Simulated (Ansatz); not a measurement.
**C₂H₆InN: how energies converge with the basis set**

One table from this session's results is given with a row withheld; the runs are named, their logs left out.

Computed with Ansatz 0.2.0, Gaussian basis. Level: one geometry, several basis sets.

Levels to be run: PBE0-D4/def2-SVP; ωB97M-V/def2-SVP; PBE0-D4/def2-QZVPP; ωB97M-V/def2-QZVPP; the functionals' def2-TZVPP values are taken from earlier runs.

## The geometry

All runs share one geometry, relaxed beforehand with PBE0-D4 in a triple-zeta def2 set. In takes the def2 core potential; no spin-orbit term is included.

10 atoms, charge 0, spin multiplicity 1.

Atoms are counted from 1 here; the program's logs count them from 0.

Bond lengths: C1–C2 1.336 Å, C1–H5 1.085 Å, C1–H6 1.081 Å, C2–N3 1.379 Å, C2–H7 1.090 Å, N3–In4 2.039 Å, N3–H8 1.007 Å, In4–H9 1.704 Å, In4–H10 1.712 Å. Angles: C2–C1–H5 122.5°, C2–C1–H6 119.9°, H5–C1–H6 117.6°, C1–C2–N3 127.5°, C1–C2–H7 118.1°, N3–C2–H7 114.4°, C2–N3–In4 130.6°, C2–N3–H8 112.7°, In4–N3–H8 116.7°, N3–In4–H9 118.4°, N3–In4–H10 110.4°, H9–In4–H10 131.2°.

The first run:

Contents of in.yaml:

```yaml
crystal:
  periodic: [false, false, false]
  atoms:
    - {symbol: C, position_ang: [0.688689, 1.278112, 0.890749]}
    - {symbol: C, position_ang: [0.959225, -0.011577, 0.672635]}
    - {symbol: N, position_ang: [0.252002, -0.896636, -0.113293]}
    - {symbol: In, position_ang: [-1.437623, -0.628316, -1.221947]}
    - {symbol: H, position_ang: [-0.162924, 1.778466, 0.442322]}
    - {symbol: H, position_ang: [1.330098, 1.862369, 1.534883]}
    - {symbol: H, position_ang: [1.833947, -0.441915, 1.159218]}
    - {symbol: H, position_ang: [0.658007, -1.818077, -0.121981]}
    - {symbol: H, position_ang: [-2.163254, 0.913740, -1.235270]}
    - {symbol: H, position_ang: [-1.875069, -2.087267, -2.004416]}
basis:
  gaussian: {orbitals: def2-SVP}
hamiltonian: {xc: pbe0, dispersion: d4}
output: {orbitals: {seedname: orbitals}}
```

Steps of the session up to this table: PBE0-D4 in def2-SVP; ωB97M-V in def2-SVP; PBE0-D4 in def2-QZVPP; ωB97M-V in def2-QZVPP.

One table of the session follows, with a row left open; its other results are not shown here.

It belongs to the step «Density functionals: the series». 

```
functional       basis  HOMO (eV)  LUMO (eV)
   PBE0-D4    def2-SVP      -5.58      -1.48
   PBE0-D4  def2-TZVPP      -5.70      -1.58
   PBE0-D4  def2-QZVPP      -5.73      -1.60
   ωB97M-V    def2-SVP      -7.71       0.10
   ωB97M-V  def2-TZVPP          ?          ?
   ωB97M-V  def2-QZVPP      -7.88      -0.19
```

Estimate the missing values for ωB97M-V, def2-TZVPP.

As computed: HOMO (eV): -7.85; LUMO (eV): -0.13. In the column «HOMO (eV)» it lies between ωB97M-V, def2-QZVPP (-7.88) and ωB97M-V, def2-SVP (-7.71).
